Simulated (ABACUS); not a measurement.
The system is Ta3AsAu2O13.

```
Ta As Au O
1.0
     5.45204    0.00000    0.00000
    -2.72602    4.72161    0.00000
     0.00000    0.00000    9.57902
Ta As Au O
3 1 2 13
Cartesian
  0.0000 0.0000 1.8591
  0.0000 0.0000 7.7199
  2.7260 1.5739 0.0000
  0.0000 0.0000 4.7895
  0.0000 3.1478 2.6273
  0.0000 3.1478 6.9517
  0.0000 0.0000 0.0000
  -1.3422 4.5861 3.4870
  -0.5745 1.2662 3.4870
  1.9167 3.5909 3.4870
  -1.3422 4.5861 6.0921
  -0.5745 1.2662 6.0921
  1.9167 3.5909 6.0921
  1.1852 1.5782 8.2230
  3.4927 0.2373 8.2230
  3.5002 2.9061 8.2230
  1.1852 1.5782 1.3560
  3.4927 0.2373 1.3560
  3.5002 2.9061 1.3560
```

The cell was built by a generator and needn't be a form met in nature.

Base run:

| Property | Result |
| --- | --- |
| Program | ABACUS 3.10.1 |
| Functional | RPBE |
| Potentials or basis | PseudoDojo NC SR 0.4.1 PBE standard |
| Cutoff | 1361 eV |
| Density cutoff | 5442 eV |
| Basis | DZP LCAO (the cutoffs set its grid) |
| k mesh | 6 × 6 × 3 |
| Occupations | fermi-dirac, width 0.05 eV |
| Spin | no spin polarisation |

Its results: band gap on the k mesh none (metal or under the smearing width); pressure 5.2 GPa; largest force 0.502 eV/Å.

Q: After a change of settings the same cell gave: band gap on the k mesh none (metal or under the smearing width); pressure 1.8 GPa; largest force 0.462 eV/Å. Which change was it?
A. functional from RPBE to LDA
B. functional from RPBE to SOGGA
C. functional from RPBE to PBE
D. functional from RPBE to PBEsol

A: C.

PBE binds more tightly than RPBE, so the same cell stands under less pressure.

Caveats: the atomic orbitals were generated for these runs and aren't a published set; the basis of atomic orbitals isn't converged, which shifts pressures, moduli and gaps; the potentials were made for another functional, which shifts forces and pressure (some runs).

Not every run made on this cell is shown here.
